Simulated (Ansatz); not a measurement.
The system is MoI.

```
Mo I
1.0
     0.00000    3.17885    3.17885
     3.17885    0.00000    3.17885
     3.17885    3.17885    0.00000
Mo I
1 1
Direct
  0.00000 0.00000 0.00000
  0.75000 0.75000 0.75000
```

The cell was built by a generator and needn't be a form met in nature.

* Program: Ansatz 0.2.0
* Task: relaxation of cell and atoms
* Functional: LDA
* Potentials or basis: Ansatz PAW
* Cutoff: 420 eV (not typed: the program's choice for these potentials)
* k mesh: 5 × 5 × 5
* Occupations: fermi-dirac, width 0.05 eV
* Spin: spin-orbit coupling, no magnetisation

At the start: volume 32.12 Å³/atom.

Task: Where does the relaxation end?

Result: It ends after 6 steps and the volume is 26.51 Å³/atom (-17.5 %); space group F-43m (No. 216, to 0.05 Å).

Step by step:
| step | energy change (eV) | largest force (eV/Å) | volume (Å³) |
| --- | --- | --- | --- |
| 1 | 0.0000 | 0.0000 | 64.25 |
| 2 | -0.4574 | 0.0000 | 55.30 |
| 3 | -0.4775 | 0.0000 | 51.90 |
| 4 | -0.4846 | 0.0000 | 53.11 |
| 5 | -0.4847 | 0.0000 | 53.02 |
| 6 | -0.4830 | 0.0000 | 53.02 |

Final structure:
```yaml
crystal:
  lattice:
    - [0.00000, 2.98177, 2.98177]
    - [2.98177, 0.00000, 2.98177]
    - [2.98177, 2.98177, 0.00000]
  atoms:
    - { symbol: Mo, position: [0.00000, 0.00000, 0.00000] }
    - { symbol: I, position: [0.75000, 0.75000, 0.75000] }
```

Caveat: the volume moved by over 15 % at a fixed basis, so the end points are rough; the plane-wave basis is chosen anew once the cell has moved, so the energies of steps on either side of that aren't comparable; the PAW data sets come from PBE, with cores solved anew for the run's functional, which leaves a small shift of forces and pressure.
